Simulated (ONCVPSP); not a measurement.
# H: generating and testing an ONCV potential

Task: generate the file, and judge it by its errors in other configurations, its logarithmic derivatives, its ghosts and its cutoff.

The numbers are computed with ONCVPSP 4.0.1 (LDA (Perdew-Zunger), scalar-relativistic, spin-unpolarised reference atom).

## Step 1: The atom and the settings

The settings as typed:

| Quantity | Value |
| --- | --- |
| element | hydrogen (H, Z = 1) |
| type | optimised norm-conserving Vanderbilt (ONCV) |
| frozen core | none |
| valence charge | 1 |
| reference configuration | 1s1 |
| partial waves | 1s: rc 1.00 bohr, ncon 3, nbas 7, qcut 5.5 1/bohr, 3 projectors, debl 0.7 Ha |
| local potential | polynomial inside 0.95 bohr (lpopt 5, dvloc0 0 Ha) |
| core correction | not asked for |

An earlier all-electron run gives the scale for the radii.

All-electron outer shells of the reference configuration (LDA (Perdew-Zunger), scalar-relativistic, ld1.x):

```json
{"shell": "1s", "level (eV)": "-6.36", "outermost node (bohr)": "–", "outermost maximum (bohr)": "1.05"}
```

## Step 2: Generation

File H.dat:

```
# ATOM AND REFERENCE CONFIGURATION
# atsym  z   nc   nv     iexc    psfile
  H 1.00    0    1        3      upf
#
#   n    l    f
    1    0    1.00
#
# PSEUDOPOTENTIAL AND OPTIMIZATION
# lmax
    0
#
#   l,   rc,      ep,       ncon, nbas, qcut
    0    1.00    0.00    3    7    5.50
#
# LOCAL POTENTIAL
# lloc, lpopt,  rc(5),   dvloc0
    4    5    0.95    0.00
#
# VANDERBILT-KLEINMAN-BYLANDER PROJECTORs
# l, nproj, debl
    0    3    0.70
#
# MODEL CORE CHARGE
# icmod, fcfact, rcfact
    0    0.00    0.00
#
# LOG DERIVATIVE ANALYSIS
# epsh1, epsh2, depsh
   -2.00    5.00    0.02
#
# OUTPUT GRID
# rlmax, drl
    6.00    0.01
#
# TEST CONFIGURATIONS
# ncnf
    1
# nvcnf
#   n    l    f
    1
    1    0    0.50
#
```

Run with:

```bash
$ oncvpsp.x < H.dat > H.out
```

**Question.** What will these runs give? Wanted: cutoffs for 1 and 0.1 mHa per electron, occupied waves; bound ghosts; GHOST(+) flags; largest test error; largest phase difference near zero energy, channels read.

As calculated:

| quantity | value |
| --- | --- |
| cutoffs for 1 and 0.1 mHa per electron, occupied waves | 14 Ha and 76 Ha |
| bound ghosts | s at -57.73 eV |
| GHOST(+) flags | none at low energy |
| largest test error (AE − PS) | +1.1 meV, for 1s0.5 |
| largest phase difference near zero energy, channels read | 0.000 rad |

What this shows: A bound ghost (s) makes it unfit for use: electrons can fall into a state that the atom doesn't have. By total energies transferability is very good: the largest error is 1.1 meV on 4.6 eV, for 1s0.5. Atomic tests can pass in spite of a ghost, since they solve only for the levels asked. By its cutoff, 14 Ha for the looser tolerance, it is soft on the atom at that tolerance. The tighter tolerance needs 76 Ha, and converged work needs a cutoff nearer that. Near zero energy the phases of the channels with partial waves agree within 0.001 rad. These are tests on the free atom; a crystal test is still owed.
